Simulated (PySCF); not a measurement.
# C3H7PSi: the cost of one run

The runs use PySCF 2.14.0, with density-fitted response routines of our own; the level of theory stands in each step. All values are computed, except where a source is named. Atoms are numbered from 0 throughout.

### Step 1. Starting geometry

12 atoms, charge 0, multiplicity 1; geometry from: GFN2-xTB. The atoms were then displaced at random by about 0.01 Å, so the start is not that level's minimum.

Bonds of the start (Å): C0–C1 1.23, C1–Si2 1.86, Si2–C3 1.85, Si2–P4 2.25, C0–H5 1.02, Si2–H6 1.48, C3–H7 1.08, C3–H8 1.06, C3–H9 1.12, P4–H10 1.40, P4–H11 1.40.

### Step 2. Relaxing the molecule at PBE0-D3(BJ)/def2-SVP

What the job is given:

```
{"job": {"xc": "PBE0", "basis": "def2-SVP", "d3": "d3bj", "grid": 1, "shake": 0.01, "kind": "geom"}, "charge": 0, "multiplicity": 1}
C      2.427510    -1.448000    -0.568790
C      1.427010    -0.862520    -0.153230
Si    -0.080310     0.049670     0.457970
C     -1.598430    -0.664280    -0.331880
P      0.145100     2.178750    -0.241700
H      3.253810    -1.917720    -0.942230
H     -0.080350    -0.100470     1.933640
H     -1.743450    -1.707000    -0.072840
H     -1.586590    -0.590050    -1.392370
H     -2.520750    -0.132060     0.008950
H     -0.802710     2.680840     0.662280
H      1.198840     2.484560     0.631170
```

On the command line:

```console
$ OMP_NUM_THREADS=1 python probes_run.py task.json out
```

The driver reads the jobs from task.json and runs them one after another.

Q: Estimate the wall time and peak memory of this first job on 1 thread of Arm Neoverse V1, shared host.

About 39 s, with a peak of 0.46 GiB.
